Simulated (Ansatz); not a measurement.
**C4H4F4: a ladder of functionals and wavefunction methods**

One table from this session's results is given with a row withheld; the runs are named, their logs left out.

Method: functionals in def2-TZVPP, the program's frozen cores in correlated methods; program: Ansatz 0.2.0, Gaussian basis.

The runs, in order: LDA (SPW92), PBE-D4, revPBE-D4, BLYP-D4, r2SCAN-D4, B97M-V, PBE0-D4, B3LYP-D4, r2SCANh-D4, r2SCAN0-D4, HSE06-D4, BHLYP-D4, CAM-B3LYP-D4, LC-ωPBE, ωB97X-V, ωB97M-V, B2PLYP, PBE-QIDH; CCSD(T)/def2-SVP; MP2/def2-TZVPP; MP2/def2-QZVPP; RPA on PBE.

### Structure used throughout

All runs share one geometry, relaxed beforehand with PBE0-D4 in a triple-zeta def2 set.

SMILES `C/C(F)=C\C(F)(F)F`, 12 atoms, charge 0, spin multiplicity 1.

Atoms are counted from 1 here; the program's logs count them from 0.

Bond lengths: C1–C2 1.477 Å, C1–H9 1.093 Å, C1–H10 1.087 Å, C1–H11 1.093 Å, C2–F3 1.338 Å, C2–C4 1.325 Å, C4–C5 1.488 Å, C4–H12 1.081 Å, C5–F6 1.337 Å, C5–F7 1.345 Å, C5–F8 1.345 Å. Angles: C2–C1–H9 109.5°, C2–C1–H10 111.8°, C2–C1–H11 109.5°, H9–C1–H10 109.2°, H9–C1–H11 107.6°, H10–C1–H11 109.2°, C1–C2–F3 112.2°, C1–C2–C4 130.0°, F3–C2–C4 117.7°, C2–C4–C5 123.3°, C2–C4–H12 120.2°, C5–C4–H12 116.4°, C4–C5–F6 110.2°, C4–C5–F7 113.1°, C4–C5–F8 113.1°, F6–C5–F7 107.1°, F6–C5–F8 107.1°, F7–C5–F8 106.0°.

Coordinates:

```mol
C4H4F4
  3D, bonds by distance, orders not assigned

 12 11  0  0  0  0  0  0  0  0999 V2000
    0.3617   -1.5475   -0.2667 C   0  0
    0.5701   -0.4512    0.7008 C   0  0
    1.3167   -0.8319    1.7441 F   0  0
    0.1375    0.8014    0.6765 C   0  0
   -0.6998    1.3560   -0.4212 C   0  0
   -0.9836    2.6407   -0.1822 F   0  0
   -0.0968    1.3017   -1.6226 F   0  0
   -1.8727    0.7128   -0.5656 F   0  0
   -0.1282   -2.3869    0.2336 H   0  0
   -0.2458   -1.2302   -1.1104 H   0  0
    1.3295   -1.8998   -0.6328 H   0  0
    0.3884    1.4795    1.4803 H   0  0
  1  2  8  0
  2  3  8  0
  2  4  8  0
  4  5  8  0
  5  6  8  0
  5  7  8  0
  5  8  8  0
  1  9  8  0
  1 10  8  0
  1 11  8  0
  4 12  8  0
M  END
```

Set-up of the first run:

Input file in.yaml:

```yaml
crystal:
  periodic: [false, false, false]
  atoms:
    - {symbol: C, position_ang: [0.361706, -1.547525, -0.266651]}
    - {symbol: C, position_ang: [0.570122, -0.451185, 0.700826]}
    - {symbol: F, position_ang: [1.316675, -0.831926, 1.744087]}
    - {symbol: C, position_ang: [0.137461, 0.801406, 0.676523]}
    - {symbol: C, position_ang: [-0.699817, 1.356009, -0.421202]}
    - {symbol: F, position_ang: [-0.983575, 2.640720, -0.182197]}
    - {symbol: F, position_ang: [-0.096810, 1.301696, -1.622617]}
    - {symbol: F, position_ang: [-1.872669, 0.712840, -0.565554]}
    - {symbol: H, position_ang: [-0.128232, -2.386857, 0.233596]}
    - {symbol: H, position_ang: [-0.245785, -1.230234, -1.110388]}
    - {symbol: H, position_ang: [1.329498, -1.899789, -0.632763]}
    - {symbol: H, position_ang: [0.388425, 1.479546, 1.480337]}
basis:
  gaussian: {orbitals: def2-TZVPP}
hamiltonian: {xc: lda}
output: {orbitals: {seedname: orbitals}}
```

Command:

```bash
> ansatz run in.yaml --threads 4 --pin off --events-out ev --progress --plain --max-ram 11315MiB
```

Steps of the session up to this table: LDA; PBE-D4 (GGA); revPBE-D4 (GGA); BLYP-D4 (GGA); r2SCAN-D4 (meta-GGA); B97M-V (meta-GGA); B3LYP-D4 (hybrid); r2SCANh-D4 (hybrid); r2SCAN0-D4 (hybrid); HSE06-D4 (hybrid); BHLYP-D4 (hybrid); CAM-B3LYP-D4 (range-separated); LC-ωPBE (range-separated); ωB97X-V (range-separated); ωB97M-V (range-separated); B2PLYP (double hybrid); PBE-QIDH (double hybrid).

One table of the session follows, with a row left open; its other results are not shown here.

It belongs to the step «Orbital energies across the functionals». 

```
  functional  HOMO (eV)  gap (eV)
 LDA (SPW92)      -7.01      5.18
      PBE-D4      -6.79      5.24
   revPBE-D4      -6.71      5.26
     BLYP-D4      -6.68      5.22
   r2SCAN-D4      -7.05      5.69
      B97M-V      -7.10      5.82
     PBE0-D4      -8.10      7.52
    B3LYP-D4          ?         ?
  r2SCANh-D4      -7.54      6.54
  r2SCAN0-D4      -8.27      7.81
    HSE06-D4      -7.69      6.73
    BHLYP-D4      -9.27      9.79
CAM-B3LYP-D4      -9.49     10.05
     LC-ωPBE     -10.85     12.60
     ωB97X-V     -10.46     12.16
     ωB97M-V     -10.36     11.96
```

Estimate the missing values for B3LYP-D4.

Worked estimate for «HOMO (eV)». Against the share of exact exchange, BLYP-D4 (0, -6.68), BHLYP-D4 (0.5, -9.27) give a slope of -5.18 per unit share; at 0.2 the line stands at -7.72.

As computed: HOMO (eV): -7.89; gap (eV): 7.05. In «HOMO (eV)» the line misses by +0.17.
